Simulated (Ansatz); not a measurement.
# F₃HOSW: up Jacob's ladder to CCSD(T)

The task here is to estimate one member of a computed series from the others.

Computed with Ansatz 0.2.0, Gaussian basis. Level: functionals in def2-TZVPP, the program's frozen cores in correlated methods.

The runs, in order: LDA (SPW92), PBE-D4, revPBE-D4, BLYP-D4, r2SCAN-D4, B97M-V, PBE0-D4, B3LYP-D4, r2SCANh-D4, r2SCAN0-D4, HSE06-D4, BHLYP-D4, CAM-B3LYP-D4, LC-ωPBE, ωB97X-V, ωB97M-V, B2PLYP, PBE-QIDH; CCSD(T)/def2-SVP; CCSD(T)/def2-TZVPP; MP2/def2-QZVPP; extrapolation to the limit; RPA on PBE.

### The relaxed structure

All runs share one geometry, relaxed beforehand with PBE0-D4 in a triple-zeta def2 set. W takes the def2 core potential; no spin-orbit term is included.

SMILES `[OH][W]([F])([F])([F])=[S]`, 7 atoms, charge 0, spin multiplicity 1.

Atoms are counted from 1 here; the program's logs count them from 0.

Bond lengths: O1–W2 1.870 Å, O1–H7 0.961 Å, W2–F3 1.847 Å, W2–F4 1.866 Å, W2–F5 1.855 Å, W2–S6 2.101 Å. Angles: W2–O1–H7 124.7°, O1–W2–F3 86.5°, O1–W2–F4 85.4°, O1–W2–F5 144.0°, O1–W2–S6 108.0°, F3–W2–F4 152.6°, F3–W2–F5 86.9°, F3–W2–S6 104.6°, F4–W2–F5 84.3°, F4–W2–S6 102.8°, F5–W2–S6 107.9°.

The first run:

The input, in.yaml:

```yaml
crystal:
  periodic: [false, false, false]
  atoms:
    - {symbol: O, position_ang: [0.378075, -1.432092, 0.430968]}
    - {symbol: W, position_ang: [0.082727, 0.335796, -0.102623]}
    - {symbol: F, position_ang: [1.919990, 0.491729, -0.212678]}
    - {symbol: F, position_ang: [-1.567212, -0.282487, -0.718076]}
    - {symbol: F, position_ang: [-0.001071, 1.467103, -1.570736]}
    - {symbol: S, position_ang: [-0.442592, 1.448964, 1.600312]}
    - {symbol: H, position_ang: [-0.308717, -2.097013, 0.527034]}
basis:
  gaussian: {orbitals: def2-TZVPP}
hamiltonian: {xc: lda}
output: {orbitals: {seedname: orbitals}}
```

Started as:

```console
ansatz run in.yaml --threads 4 --pin off --events-out ev --progress --plain --max-ram 10444MiB
```

Steps of the session up to this table: LDA; PBE-D4 (GGA); revPBE-D4 (GGA); BLYP-D4 (GGA); r2SCAN-D4 (meta-GGA); B97M-V (meta-GGA); PBE0-D4 (hybrid); B3LYP-D4 (hybrid); r2SCANh-D4 (hybrid); r2SCAN0-D4 (hybrid); HSE06-D4 (hybrid); BHLYP-D4 (hybrid); CAM-B3LYP-D4 (range-separated); LC-ωPBE (range-separated); ωB97X-V (range-separated); ωB97M-V (range-separated); B2PLYP (double hybrid); PBE-QIDH (double hybrid).

One table of the session follows, with a row left open; its other results are not shown here.

It belongs to the step «Frontier levels by functional». 

| functional | HOMO (eV) | LUMO (eV) | gap (eV) |
| --- | --- | --- | --- |
| LDA (SPW92) | -7.68 | -4.49 | 3.19 |
| PBE-D4 | -7.48 | -4.23 | 3.25 |
| revPBE-D4 | -7.41 | -4.14 | 3.27 |
| BLYP-D4 | -7.33 | -4.13 | 3.21 |
| r2SCAN-D4 | -7.84 | -4.21 | 3.63 |
| B97M-V | -7.88 | -4.19 | 3.69 |
| PBE0-D4 | -8.82 | -3.47 | 5.36 |
| B3LYP-D4 | -8.57 | -3.69 | 4.88 |
| r2SCANh-D4 | -8.33 | -3.90 | 4.43 |
| r2SCAN0-D4 | -9.06 | -3.43 | 5.63 |
| HSE06-D4 | -8.43 | -3.85 | 4.57 |
| BHLYP-D4 | -10.00 | -2.51 | 7.49 |
| CAM-B3LYP-D4 | ? | ? | ? |
| LC-ωPBE | -11.40 | -1.11 | 10.29 |
| ωB97X-V | -11.07 | -1.20 | 9.87 |
| ωB97M-V | -10.93 | -1.21 | 9.73 |

Estimate the missing values for CAM-B3LYP-D4.

**Answer.** HOMO (eV): -10.11; LUMO (eV): -2.33; gap (eV): 7.78. In the column «HOMO (eV)» it lies between ωB97M-V (-10.93) and BHLYP-D4 (-10.00).
